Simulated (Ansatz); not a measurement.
# Cs on Au (Gold) (111)

An exercise on one series of results from a longer session: the logs are not shown, and one member is left open.

The COD entry's cell or inner coordinates are ideal or old and differ from later refinements, so a difference from it is no clean test against experiment.

Program: Ansatz 0.2.0. Level of theory: DFT PBE+D3(BJ), scalar-relativistic, plane waves, PAW. These are calculated values, not measurements.

1 further run of the same task is left out (set aside as unsound or not needed).

### The structure to begin with

It takes space group Fm-3m (No. 225, cubic). The conventional cell has a = 4.103 Å, b = 4.103 Å, c = 4.103 Å, α = 90.00°, β = 90.00°, γ = 90.00°. Au (site symmetry m-3m) is surrounded by 12 Au at 2.90 Å.

Structure file:

```cif
data_structure
_symmetry_space_group_name_H-M 'P 1'
_symmetry_Int_Tables_number 1
_cell_length_a 2.9014
_cell_length_b 2.9014
_cell_length_c 2.9014
_cell_angle_alpha 60.000
_cell_angle_beta 60.000
_cell_angle_gamma 60.000
_cell_volume 17.27
loop_
_atom_site_label
_atom_site_type_symbol
_atom_site_fract_x
_atom_site_fract_y
_atom_site_fract_z
_atom_site_occupancy
Au1 Au 0.00000 0.00000 0.00000 1
```

This cell was relaxed beforehand with the same method: volume 17.27 Å³/atom, gap on the mesh none (metal).

A (111) slab, 7.1 Å thick as cut, with 17 Å of vacuum, in a 2×2 surface cell; its outer planes are Au (top) and Au (bottom).

The slab as cut. Layers, bottom to top:

| plane | atoms per cell | height over the lowest (Å) |
| --- | --- | --- |
| 1 | Au4 | 0.00 |
| 2 | Au4 | 2.37 |
| 3 | Au4 | 4.74 |
| 4 | Au4 | 7.11 |

The first run:

Miller indices refer to the conventional cell of the relaxed bulk, Fm-3m (No. 225): a = 4.103 Å, b = 4.103 Å, c = 4.103 Å, α = 90.00°, β = 90.00°, γ = 90.00°.

input.yaml

```yaml
crystal:
  lattice:
    - [5.8028129892, 0.0, 0.0]
    - [-2.9014064946, 5.0253834621, 0.0]
    - [0.0, 0.0, 24.1069654482]
  atoms:
    - { symbol: Au, position: [0.3333333333, 0.1666666667, 0.3525951874] }
    - { symbol: Au, position: [0.3333333333, 0.6666666667, 0.3525951874] }
    - { symbol: Au, position: [0.8333333333, 0.1666666667, 0.3525951874] }
    - { symbol: Au, position: [0.8333333333, 0.6666666667, 0.3525951874] }
    - { symbol: Au, position: [0.6666666667, 0.3333333333, 0.4508650625] }
    - { symbol: Au, position: [0.6666666667, 0.8333333333, 0.4508650625] }
    - { symbol: Au, position: [0.1666666667, 0.3333333333, 0.4508650625] }
    - { symbol: Au, position: [0.1666666667, 0.8333333333, 0.4508650625] }
    - { symbol: Au, position: [0.0, 0.5, 0.5491349375] }
    - { symbol: Au, position: [0.0, 0.0, 0.5491349375] }
    - { symbol: Au, position: [0.5, 0.5, 0.5491349375] }
    - { symbol: Au, position: [0.5, 0.0, 0.5491349375] }
    - { symbol: Au, position: [0.3333333333, 0.6666666667, 0.6474048126] }
    - { symbol: Au, position: [0.3333333333, 0.1666666667, 0.6474048126] }
    - { symbol: Au, position: [0.8333333333, 0.6666666667, 0.6474048126] }
    - { symbol: Au, position: [0.8333333333, 0.1666666667, 0.6474048126] }
basis:
  ecutwfc: 420
kpoints:
  mp_grid: { grid: [6, 6, 1] }
hamiltonian:
  xc: pbe
  dispersion: d3bj
scf:
  occupations: { method: gaussian, width: 0.1 }
output:
  forces: true
  eigenvalues: true
  write_density: true
  write_potential: true
  elf: true
  volumetric_format: npy
relax:
  adjacent_minimum: "off"
  f_tol: 0.03
  max_steps: 70
  constraints: [{ sites: [0, 1, 2, 3, 4, 5, 6, 7] }]
efield:
  axis: 3
  dipole_correction: true
```

Started as:

```bash
> ansatz run input.yaml --threads 4 --pin off --max-ram 10240MiB --backend cpu --events-out ev --progress --plain --runs-dir out
```

Among the steps run: The clean surface, relaxed; Cs at the top (Au) site; Start: Cs, hollow (nearest Au); Cs put at a bridge (Au-Au) site; Cs put at a hollow (nearest Au) site.

One table of the session follows, with a row left open; its other results are not shown here.

It belongs to the step «Cs: energies by site». 

| start | Δφ, top (eV) | Δ dipole (e·Å) |
| --- | --- | --- |
| top (Au) at (0.33, 0.67) | -3.57 | +0.572 |
| hollow (nearest Au) at (0.00, 0.00) | ? | ? |
| bridge (Au-Au) at (0.08, 0.17) | -3.57 | +0.573 |
| hollow (nearest Au) at (0.17, 0.33) | -3.55 | +0.570 |

**Question.** Estimate the row for hollow (nearest Au) at (0.00, 0.00).

The run gave: Δφ, top (eV): -3.54; Δ dipole (e·Å): +0.566. In the column «Δφ, top (eV)» it is the highest.

Caveats from the session: A start on a symmetric site keeps its symmetry, so an end may be a saddle point and not a minimum. In some runs the vacuum holds more charge than the dipole correction wants, so vacuum levels can be off. Warnings in the runs' records: xc potential rough in thin density, vacuum density over bound.
